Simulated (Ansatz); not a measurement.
**CH6InN: one species, many methods**

The task here is to estimate one member of a computed series from the others.

The runs use Ansatz 0.2.0, Gaussian basis; functionals in def2-TZVPP, the program's frozen cores in correlated methods.

Levels to be run: LDA (SPW92), PBE-D4, revPBE-D4, BLYP-D4, r2SCAN-D4, B97M-V, PBE0-D4, B3LYP-D4, r2SCANh-D4, r2SCAN0-D4, HSE06-D4, BHLYP-D4, CAM-B3LYP-D4, LC-ωPBE, ωB97X-V, ωB97M-V, B2PLYP, PBE-QIDH; CCSD(T)/def2-SVP; CCSD(T)/def2-TZVPP; CCSD(T)/def2-QZVPP; extrapolation to the limit; RPA on PBE.

### The geometry

All runs share one geometry, relaxed beforehand with PBE0-D4 in a triple-zeta def2 set. In takes the def2 core potential; no spin-orbit term is included.

SMILES `N[CH2][InH2]`, 9 atoms, charge 0, spin multiplicity 1.

Atoms are counted from 1 here; the program's logs count them from 0.

Bond lengths: N1–C2 1.458 Å, N1–H4 1.011 Å, N1–H5 1.014 Å, C2–In3 2.170 Å, C2–H6 1.094 Å, C2–H7 1.102 Å, In3–H8 1.734 Å, In3–H9 1.729 Å. Angles: C2–N1–H4 111.5°, C2–N1–H5 111.5°, H4–N1–H5 106.9°, N1–C2–In3 110.0°, N1–C2–H6 109.1°, N1–C2–H7 115.2°, In3–C2–H6 106.5°, In3–C2–H7 109.4°, H6–C2–H7 106.3°, C2–In3–H8 117.5°, C2–In3–H9 122.4°, H8–In3–H9 120.1°.

The first run:

Contents of in.yaml:

```yaml
crystal:
  periodic: [false, false, false]
  atoms:
    - {symbol: N, position_ang: [-0.500290, 0.305625, -1.345526]}
    - {symbol: C, position_ang: [0.064781, 0.719791, -0.066498]}
    - {symbol: In, position_ang: [0.125978, -0.966670, 1.297102]}
    - {symbol: H, position_ang: [0.031393, -0.449240, -1.758588]}
    - {symbol: H, position_ang: [-0.500711, 1.067266, -2.014718]}
    - {symbol: H, position_ang: [-0.592565, 1.465022, 0.390812]}
    - {symbol: H, position_ang: [1.063045, 1.181990, -0.122833]}
    - {symbol: H, position_ang: [0.257184, -2.551422, 0.606624]}
    - {symbol: H, position_ang: [0.051185, -0.772363, 3.013626]}
basis:
  gaussian: {orbitals: def2-TZVPP}
hamiltonian: {xc: lda}
output: {orbitals: {seedname: orbitals}}
```

Run with:

```
ansatz run in.yaml --threads 2 --pin off --events-out ev --progress --plain --max-ram 32768MiB --backend cpu
```

Among the steps run: LDA; PBE-D4 (GGA); revPBE-D4 (GGA); BLYP-D4 (GGA); r2SCAN-D4 (meta-GGA); B97M-V (meta-GGA); PBE0-D4 (hybrid); B3LYP-D4 (hybrid); r2SCANh-D4 (hybrid); r2SCAN0-D4 (hybrid); HSE06-D4 (hybrid); BHLYP-D4 (hybrid); CAM-B3LYP-D4 (range-separated); LC-ωPBE (range-separated); ωB97X-V (range-separated); ωB97M-V (range-separated); B2PLYP (double hybrid); PBE-QIDH (double hybrid).

One of the session's tables, all rows but one given; the rest of the session is left out.

It belongs to the step «Orbital energies across the functionals». 

| functional | HOMO (eV) | LUMO (eV) | gap (eV) |
| --- | --- | --- | --- |
| LDA (SPW92) | -5.27 | -2.53 | 2.74 |
| PBE-D4 | -5.17 | -2.27 | 2.90 |
| revPBE-D4 | -5.12 | -2.15 | 2.97 |
| BLYP-D4 | -5.08 | -2.25 | 2.82 |
| r2SCAN-D4 | -5.43 | -1.96 | 3.47 |
| B97M-V | -5.58 | -2.26 | 3.32 |
| PBE0-D4 | -6.53 | -1.52 | 5.00 |
| B3LYP-D4 | -6.32 | -1.82 | 4.50 |
| r2SCANh-D4 | -5.94 | -1.71 | 4.24 |
| r2SCAN0-D4 | ? | ? | ? |
| HSE06-D4 | -6.12 | -1.88 | 4.24 |
| BHLYP-D4 | -7.77 | -0.90 | 6.86 |
| CAM-B3LYP-D4 | -7.92 | -0.76 | 7.16 |
| LC-ωPBE | -9.25 | 0.36 | 9.61 |
| ωB97X-V | -8.91 | 0.22 | 9.14 |
| ωB97M-V | -8.82 | -0.10 | 8.72 |

Q: Estimate the row for r2SCAN0-D4 from the others.

Worked estimate for «HOMO (eV)». Against the share of exact exchange, r2SCAN-D4 (0, -5.43), r2SCANh-D4 (0.1, -5.94) give a slope of -5.10 per unit share; at 0.25 the line stands at -6.70.

The run gave: HOMO (eV): -6.70; LUMO (eV): -1.34; gap (eV): 5.36. In «HOMO (eV)» the line misses by 0.00.
